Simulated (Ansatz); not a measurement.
# Alloy of Si and Ge (79 of 128 Si sites exchanged), 128 atoms

Aim: relax the alloy cell and compare the gap by PBEsol and HSE06.

Program: Ansatz 0.2.0, PAW, plane waves. These are calculated values, not measurements.

## Step 1: Starting point

128 atoms (49 Si, 79 Ge); a = 15.792 Å, b = 15.792 Å, c = 15.792 Å, α = 60.00°, β = 60.00°, γ = 60.00°. All atoms were shaken off their sites by about 0.02 Å along each axis.

The runs, in order: (2) PBEsol cell relaxation at the single k point (½, ½, ½), on 1 × NVIDIA GB200 with 8 threads of Arm Neoverse-V2; (3) HSE06 single point at the Γ point alone, on 1 × NVIDIA GB200 with 8 threads of Arm Neoverse-V2.

## Step 2: PBEsol relaxation of the cell and the positions

in.yaml

```yaml
crystal:
  lattice:
    - [0.000000, 11.166654, 11.166654]
    - [11.166654, 0.000000, 11.166654]
    - [11.166654, 11.166654, 0.000000]
  atoms:
    - { symbol: Si, position: [0.999636, 0.000311, 0.001467] }
    - { symbol: Si, position: [0.998001, 0.999826, 0.502203] }
    - { symbol: Si, position: [0.500023, 0.002201, 0.498102] }
    - { symbol: Si, position: [0.748301, 0.750811, 0.248934] }
    - { symbol: Si, position: [0.313188, 0.314539, 0.310918] }
    - { symbol: Si, position: [0.560581, 0.564091, 0.063853] }
    - { symbol: Si, position: [0.311745, 0.811135, 0.311932] }
    - { symbol: Si, position: [0.310739, 0.313355, 0.814141] }
    - { symbol: Si, position: [0.810174, 0.311922, 0.812375] }
    - { symbol: Si, position: [0.312438, 0.812012, 0.813870] }
    - { symbol: Si, position: [0.999287, 0.000164, 0.249747] }
    - { symbol: Si, position: [0.250659, 0.246612, 0.003372] }
    - { symbol: Si, position: [0.496205, 0.001867, 0.250352] }
    - { symbol: Si, position: [0.001228, 0.501273, 0.248161] }
    - { symbol: Si, position: [0.749479, 0.750334, 0.000129] }
    - { symbol: Si, position: [0.749807, 0.250576, 0.498815] }
    - { symbol: Si, position: [0.998878, 0.499823, 0.750314] }
    - { symbol: Si, position: [0.249397, 0.749155, 0.498759] }
    - { symbol: Si, position: [0.752168, 0.749882, 0.500261] }
    - { symbol: Si, position: [0.060765, 0.062779, 0.312814] }
    - { symbol: Si, position: [0.062614, 0.561101, 0.311670] }
    - { symbol: Si, position: [0.310257, 0.813130, 0.063494] }
    - { symbol: Si, position: [0.063219, 0.060982, 0.812387] }
    - { symbol: Si, position: [0.814732, 0.814124, 0.061200] }
    - { symbol: Si, position: [0.814320, 0.311888, 0.563530] }
    - { symbol: Si, position: [0.310857, 0.810109, 0.562765] }
    - { symbol: Si, position: [0.500073, 0.249258, 0.999477] }
    - { symbol: Si, position: [0.750293, 0.997562, 0.251732] }
    - { symbol: Si, position: [0.249883, 0.500961, 0.251308] }
    - { symbol: Si, position: [0.747598, 0.999526, 0.753882] }
    - { symbol: Si, position: [0.750617, 0.503110, 0.747370] }
    - { symbol: Si, position: [0.564514, 0.311292, 0.062696] }
    - { symbol: Si, position: [0.313256, 0.560662, 0.313446] }
    - { symbol: Si, position: [0.560480, 0.811952, 0.065796] }
    - { symbol: Si, position: [0.561415, 0.314825, 0.561882] }
    - { symbol: Si, position: [0.063889, 0.810102, 0.561513] }
    - { symbol: Si, position: [0.312545, 0.564145, 0.810417] }
    - { symbol: Si, position: [0.815103, 0.561441, 0.811330] }
    - { symbol: Si, position: [0.249846, 0.500644, 0.999301] }
    - { symbol: Si, position: [0.748712, 0.001198, 0.502184] }
    - { symbol: Si, position: [0.999018, 0.249944, 0.750436] }
    - { symbol: Si, position: [0.749735, 0.498194, 0.501347] }
    - { symbol: Si, position: [0.311972, 0.063744, 0.061973] }
    - { symbol: Si, position: [0.814101, 0.061398, 0.064011] }
    - { symbol: Si, position: [0.067114, 0.311007, 0.311054] }
    - { symbol: Si, position: [0.313027, 0.562818, 0.064070] }
    - { symbol: Si, position: [0.812174, 0.063040, 0.563687] }
    - { symbol: Si, position: [0.312380, 0.564900, 0.558885] }
    - { symbol: Si, position: [0.564427, 0.811042, 0.312364] }
    - { symbol: Ge, position: [0.501758, 0.000843, 0.998629] }
    - { symbol: Ge, position: [0.998637, 0.499305, 0.999954] }
    - { symbol: Ge, position: [0.252858, 0.248462, 0.251481] }
    - { symbol: Ge, position: [0.500085, 0.499275, 0.000408] }
    - { symbol: Ge, position: [0.748662, 0.252524, 0.248590] }
    - { symbol: Ge, position: [0.000632, 0.500197, 0.499471] }
    - { symbol: Ge, position: [0.253423, 0.749414, 0.246240] }
    - { symbol: Ge, position: [0.253311, 0.250251, 0.748201] }
    - { symbol: Ge, position: [0.498443, 0.499987, 0.500598] }
    - { symbol: Ge, position: [0.750750, 0.250048, 0.747706] }
    - { symbol: Ge, position: [0.249538, 0.749404, 0.748127] }
    - { symbol: Ge, position: [0.750599, 0.748527, 0.750176] }
    - { symbol: Ge, position: [0.062840, 0.064365, 0.061378] }
    - { symbol: Ge, position: [0.562207, 0.058917, 0.063487] }
    - { symbol: Ge, position: [0.059368, 0.563444, 0.063339] }
    - { symbol: Ge, position: [0.062636, 0.060984, 0.560762] }
    - { symbol: Ge, position: [0.563037, 0.061531, 0.563585] }
    - { symbol: Ge, position: [0.809831, 0.314624, 0.311575] }
    - { symbol: Ge, position: [0.063258, 0.560018, 0.562571] }
    - { symbol: Ge, position: [0.563672, 0.561091, 0.563347] }
    - { symbol: Ge, position: [0.811498, 0.814243, 0.312308] }
    - { symbol: Ge, position: [0.810173, 0.813833, 0.814917] }
    - { symbol: Ge, position: [0.751114, 0.248316, 0.001497] }
    - { symbol: Ge, position: [0.250738, 0.751112, 0.998059] }
    - { symbol: Ge, position: [0.001277, 0.999206, 0.750758] }
    - { symbol: Ge, position: [0.250869, 0.251522, 0.497364] }
    - { symbol: Ge, position: [0.500561, 0.496460, 0.250952] }
    - { symbol: Ge, position: [0.500653, 0.998731, 0.750766] }
    - { symbol: Ge, position: [0.500180, 0.498291, 0.751663] }
    - { symbol: Ge, position: [0.313062, 0.311914, 0.061558] }
    - { symbol: Ge, position: [0.564091, 0.064348, 0.312379] }
    - { symbol: Ge, position: [0.814819, 0.314678, 0.060336] }
    - { symbol: Ge, position: [0.311914, 0.314538, 0.560629] }
    - { symbol: Ge, position: [0.563710, 0.562353, 0.310923] }
    - { symbol: Ge, position: [0.562658, 0.063557, 0.812150] }
    - { symbol: Ge, position: [0.060052, 0.562884, 0.815066] }
    - { symbol: Ge, position: [0.560231, 0.565135, 0.811317] }
    - { symbol: Ge, position: [0.812662, 0.813581, 0.559033] }
    - { symbol: Ge, position: [0.999898, 0.250434, 0.000474] }
    - { symbol: Ge, position: [0.246610, 0.999207, 0.252897] }
    - { symbol: Ge, position: [0.999514, 0.751602, 0.001167] }
    - { symbol: Ge, position: [0.998562, 0.250915, 0.501211] }
    - { symbol: Ge, position: [0.501004, 0.748318, 0.003429] }
    - { symbol: Ge, position: [0.248761, 0.000817, 0.751255] }
    - { symbol: Ge, position: [0.497956, 0.251909, 0.501174] }
    - { symbol: Ge, position: [0.750874, 0.500630, 0.248780] }
    - { symbol: Ge, position: [0.004302, 0.751021, 0.497028] }
    - { symbol: Ge, position: [0.250223, 0.500321, 0.750275] }
    - { symbol: Ge, position: [0.502989, 0.749085, 0.499326] }
    - { symbol: Ge, position: [0.063990, 0.311304, 0.064371] }
    - { symbol: Ge, position: [0.312014, 0.063145, 0.312192] }
    - { symbol: Ge, position: [0.812687, 0.059999, 0.317146] }
    - { symbol: Ge, position: [0.062297, 0.814099, 0.062067] }
    - { symbol: Ge, position: [0.059460, 0.313064, 0.563409] }
    - { symbol: Ge, position: [0.312083, 0.065145, 0.811717] }
    - { symbol: Ge, position: [0.811314, 0.564027, 0.312795] }
    - { symbol: Ge, position: [0.812362, 0.063022, 0.812313] }
    - { symbol: Ge, position: [0.561548, 0.814145, 0.562657] }
    - { symbol: Ge, position: [0.252977, 0.996960, 0.998994] }
    - { symbol: Ge, position: [0.753567, 0.999001, 0.999477] }
    - { symbol: Ge, position: [0.998342, 0.250254, 0.249776] }
    - { symbol: Ge, position: [0.249765, 0.999299, 0.500551] }
    - { symbol: Ge, position: [0.497030, 0.252023, 0.251146] }
    - { symbol: Ge, position: [0.750257, 0.502178, 0.999870] }
    - { symbol: Ge, position: [0.997842, 0.752258, 0.251754] }
    - { symbol: Ge, position: [0.251458, 0.501395, 0.499424] }
    - { symbol: Ge, position: [0.499022, 0.750156, 0.249275] }
    - { symbol: Ge, position: [0.500138, 0.249093, 0.751836] }
    - { symbol: Ge, position: [0.999332, 0.749331, 0.751397] }
    - { symbol: Ge, position: [0.502671, 0.749016, 0.750635] }
    - { symbol: Ge, position: [0.311009, 0.062519, 0.564271] }
    - { symbol: Ge, position: [0.559214, 0.314701, 0.312467] }
    - { symbol: Ge, position: [0.810447, 0.560625, 0.063230] }
    - { symbol: Ge, position: [0.061634, 0.811833, 0.313252] }
    - { symbol: Ge, position: [0.061037, 0.313569, 0.814720] }
    - { symbol: Ge, position: [0.565939, 0.310336, 0.811133] }
    - { symbol: Ge, position: [0.810917, 0.563098, 0.565565] }
    - { symbol: Ge, position: [0.061958, 0.813837, 0.812033] }
    - { symbol: Ge, position: [0.563298, 0.810947, 0.810697] }
kpoints:
  mp_grid: { grid: [1, 1, 1], shift: [0.5, 0.5, 0.5] }
hamiltonian:
  xc: pbesol
scf:
  occupations: { method: fermi_dirac, width: 0.01 }
relax:
  f_tol: 0.03
  max_steps: 80
  escape_saddle: false
  adjacent_minimum: "off"
  cell: { fix: [shape] }
output:
  forces: true
  eigenvalues: true
  populations: true
```

On the command line:

```sh
$ ansatz run in.yaml --threads 8 --pin off --max-ram 118750MiB --runs-dir r --events-out ev --progress --plain --backend cuda --devices 0, --max-vram 170GiB
```

The runs that follow: Single point with HSE06.

**Question.** What will these runs give? Wanted: for each run, top filled to lowest empty.

The runs gave:

```
             level           time   k points  top filled to lowest empty (eV)
PBEsol, relaxation    8.6 s (GPU)  (½, ½, ½)                             0.93
             HSE06  2.1 min (GPU)          Γ                             1.17
```

```
     quantity                                                                         value
   relaxation                                              5 recorded steps, 1.83 eV gained
largest shift                                                0.09 Å (Ge64 and others alike)
 relaxed cell  a = 15.758 Å, b = 15.758 Å, c = 15.758 Å, α = 60.00°, β = 60.00°, γ = 60.00°
   mean bonds                                       Ge–Ge 2.442, Ge–Si 2.403, Si–Si 2.368 Å
```

**Reading.** The relaxation lowers the energy by 1.83 eV; the largest shift is 0.09 Å (Ge64 and others alike), while the volume changes by -0.6 %. The mean lengths of the listed bonds run from Si–Si 2.37 Å to Ge–Ge 2.44 Å. Rows on different k points differ by sampling as well as by level. No spin–orbit coupling is included; with elements this heavy it would shift the edges. With one k point the spacing samples only the states that fold onto it, so it can exceed the gap over the zone.
